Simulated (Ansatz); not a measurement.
# CH5AlOS: the cost of one run

Program: Ansatz 0.2.0. Level of theory: RKS PBE-D4/def2-SVP. These are calculated values, not measurements.

**1. Starting point**

Bond lengths: Al1–O2 2.180 Å, Al1–S3 2.115 Å, Al1–C5 1.984 Å, O2–H6 0.952 Å, C5–H7 1.094 Å, C5–H8 1.094 Å, C5–H9 1.095 Å. Angles: Al1–O2–H6 176.5°, O2–Al1–S3 87.1°, O2–Al1–C5 112.8°, S3–Al1–C5 160.1°, Al1–C5–H7 111.2°, Al1–C5–H8 113.1°, Al1–C5–H9 109.9°, H7–C5–H8 107.0°, H7–C5–H9 107.5°, H8–C5–H9 108.0°.

As a file:

```xyz
9

Al   -0.4780    0.2085   -0.4609
O    -0.4816   -1.7436    0.5096
S    -2.2718   -0.3808   -1.4150
H    -1.4391   -1.5174   -0.3034
C     1.0633    1.3339    0.0820
H    -0.5071   -2.5709    0.9792
H     0.7344    2.2012    0.6620
H     1.6364    1.7154   -0.7681
H     1.7435    0.7536    0.7147
```

**2. A restrained relaxation towards end A**

Springs on the bonds that form and break draw the guess towards this end; the thresholds are loose.

input.yaml reads:

```yaml
crystal:
  periodic: [false, false, false]
  atoms:
    - { symbol: Al, position_ang: [-0.478, 0.2085, -0.4609] }
    - { symbol: O, position_ang: [-0.4816, -1.7436, 0.5096] }
    - { symbol: S, position_ang: [-2.2718, -0.3808, -1.415] }
    - { symbol: H, position_ang: [-1.4391, -1.5174, -0.3034] }
    - { symbol: C, position_ang: [1.0633, 1.3339, 0.082] }
    - { symbol: H, position_ang: [-0.5071, -2.5709, 0.9792] }
    - { symbol: H, position_ang: [0.7344, 2.2012, 0.662] }
    - { symbol: H, position_ang: [1.6364, 1.7154, -0.7681] }
    - { symbol: H, position_ang: [1.7435, 0.7536, 0.7147] }
basis:
  gaussian: { orbitals: def2-SVP }
hamiltonian:
  xc: pbe
  dispersion: d4
relax:
  f_tol: 0.15
  max_steps: 25
  restrain:
    - { distance: [3, 1], at: 2.27, k: 30.0 }
    - { distance: [0, 1], at: 1.87, k: 30.0 }
    - { distance: [3, 2], at: 1.36, k: 30.0 }
```

Started as:

```bash
ansatz run input.yaml --threads 2 --pin off --max-ram 3072MiB --backend cpu --events-out ev --progress --plain --runs-dir out
```

Q: Estimate wall time and peak memory on 2 threads of Intel Xeon Platinum 8488C (Sapphire Rapids), shared host.

About 10 s, with a peak of 0.17 GiB.
